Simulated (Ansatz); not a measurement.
**CH5NbO3: small, medium and large basis sets**

One table from this session's results is given with a row withheld; the runs are named, their logs left out.

The runs use Ansatz 0.2.0, Gaussian basis; one geometry, several basis sets.

Plan: PBE0-D4/def2-SVP; ωB97M-V/def2-SVP; PBE0-D4/def2-QZVPP; ωB97M-V/def2-QZVPP; the functionals' def2-TZVPP values are taken from earlier runs.

1 further run of the same task is left out (for a known fault of the program).

**Structure used throughout**

An earlier PBE0-D4 in a triple-zeta def2 set relaxation fixed the geometry. Nb takes the def2 core potential; no spin-orbit term is included.

10 atoms, charge 0, spin multiplicity 1.

Atoms are counted from 1 here; the program's logs count them from 0.

Bond lengths: C1–Nb2 2.157 Å, C1–H6 1.094 Å, C1–H7 1.095 Å, C1–H8 1.094 Å, Nb2–O3 1.697 Å, Nb2–O4 1.897 Å, Nb2–O5 1.897 Å, O4–H9 0.958 Å, O5–H10 0.958 Å. Angles: Nb2–C1–H6 110.4°, Nb2–C1–H7 110.6°, Nb2–C1–H8 110.4°, H6–C1–H7 108.8°, H6–C1–H8 107.9°, H7–C1–H8 108.8°, C1–Nb2–O3 105.0°, C1–Nb2–O4 107.9°, C1–Nb2–O5 107.9°, O3–Nb2–O4 111.0°, O3–Nb2–O5 111.0°, O4–Nb2–O5 113.5°, Nb2–O4–H9 130.8°, Nb2–O5–H10 130.8°.

The first run:

in.yaml reads:

```yaml
crystal:
  periodic: [false, false, false]
  atoms:
    - {symbol: C, position_ang: [-0.863604, -0.984542, -0.840410]}
    - {symbol: Nb, position_ang: [0.438971, 0.253266, 0.353223]}
    - {symbol: O, position_ang: [1.674982, -0.785354, 0.874911]}
    - {symbol: O, position_ang: [-0.565060, 0.909081, 1.822797]}
    - {symbol: O, position_ang: [1.126712, 1.623356, -0.763772]}
    - {symbol: H, position_ang: [-1.259639, -1.810087, -0.241371]}
    - {symbol: H, position_ang: [-1.701976, -0.397716, -1.228851]}
    - {symbol: H, position_ang: [-0.314477, -1.414467, -1.683504]}
    - {symbol: H, position_ang: [-0.474340, 0.750615, 2.763203]}
    - {symbol: H, position_ang: [2.021729, 1.804650, -1.053223]}
basis:
  gaussian: {orbitals: def2-SVP}
hamiltonian: {xc: pbe0, dispersion: d4}
output: {orbitals: {seedname: orbitals}}
```

On the command line:

```sh
ansatz run in.yaml --threads 4 --pin off --events-out ev --progress --plain --max-ram 10444MiB
```

Steps of the session up to this table: PBE0-D4 in def2-SVP; ωB97M-V in def2-SVP; PBE0-D4 in def2-QZVPP; ωB97M-V in def2-QZVPP.

One of the session's tables, all rows but one given; the rest of the session is left out.

It belongs to the step «Functionals by basis». 

| functional | basis | HOMO (eV) |
| --- | --- | --- |
| PBE0-D4 | def2-SVP | -8.08 |
| PBE0-D4 | def2-TZVPP | -8.12 |
| PBE0-D4 | def2-QZVPP | -8.15 |
| ωB97M-V | def2-SVP | -10.39 |
| ωB97M-V | def2-TZVPP | -10.43 |
| ωB97M-V | def2-QZVPP | ? |

Estimate the missing values for ωB97M-V, def2-QZVPP.

**Answer.** HOMO (eV): -10.46. In the column «HOMO (eV)» it is the lowest.
